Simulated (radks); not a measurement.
# Sb³⁻ held by a Watson sphere

An exercise on one series of results from a longer session: the logs are not shown, and one member is left open.

Method: scalar-relativistic Kohn-Sham, LDA (Slater exchange, VWN5 correlation), spin-polarised, spherical densities, point nucleus. Code: radks (a radial shooting solver on a logarithmic mesh, Libxc functionals) version 1.

## What is computed

```
element       : antimony (Z = 51)
charge        : -3
electrons     : 54
configuration : [Xe]
```

The outer shells:

Sb³⁻
```
[Kr] core
4d [↑↓][↑↓][↑↓][↑↓][↑↓]
5s [↑↓]
5p [↑↓][↑↓][↑↓]
```

The first run:

Input:

```text
Z 51
configuration [Xe]
relativity scalar-relativistic
functional lda,vwn5
spin polarised
nucleus point
c 137.035999084
watson charge 3 radius 2.37 bohr
response adiabatic LDA kernel
```

Steps of the session up to this table: R = 2.37 bohr; R = 2.93 bohr; R = 3.6 bohr; R = 3.81 bohr; R = 3.88 bohr; R = 4.36 bohr; R = 4.8 bohr; R = 5.38 bohr; R = 5.43 bohr.

One of the session's tables, all rows but one given; the rest of the session is left out.

| R (bohr) | highest level (eV) | its <r> (bohr) | sum of <r²> (bohr²) | α (bohr³) |
| --- | --- | --- | --- | --- |
| 2.37 | -7.399 | 2.703 | 82.61 | 45.15 |
| 2.93 | -6.532 | 2.923 | 92.23 | 62.39 |
| 3.6 | ? | ? | ? | ? |
| 3.81 | -5.165 | 3.268 | 108.7 | 107.7 |
| 3.88 | -5.066 | 3.295 | 110.0 | 112.5 |
| 4.36 | -4.436 | 3.476 | 119.6 | 151.3 |
| 4.8 | -3.937 | 3.637 | 128.6 | 197.4 |
| 5.38 | -3.386 | 3.843 | 141.2 | 277.2 |
| 5.43 | -3.343 | 3.861 | 142.4 | 285.3 |

**Question.** Estimate the row for R (bohr) = 3.6.

Worked estimate for «highest level (eV)». A straight line through the neighbours (2.93, -6.532) and (3.81, -5.165) gives -6.532 + (-5.165 + 6.532) × (3.6 − 2.93) / (3.81 − 2.93) = -5.491; a parabola fitted to 4 rows on both sides gives -5.494.

The run gave: highest level (eV): -5.473; its <r> (bohr): 3.187; sum of <r²> (bohr²): 104.7; α (bohr³): 94.48. In «highest level (eV)» the line misses by -0.018 and the parabola by -0.021.

In words: From R = 2.37 to 5.43 bohr the top level moves from -7.399 to -3.343 eV and its mean radius from 2.70 to 3.86 bohr. A wider sphere makes a shallower well, so the ion swells.
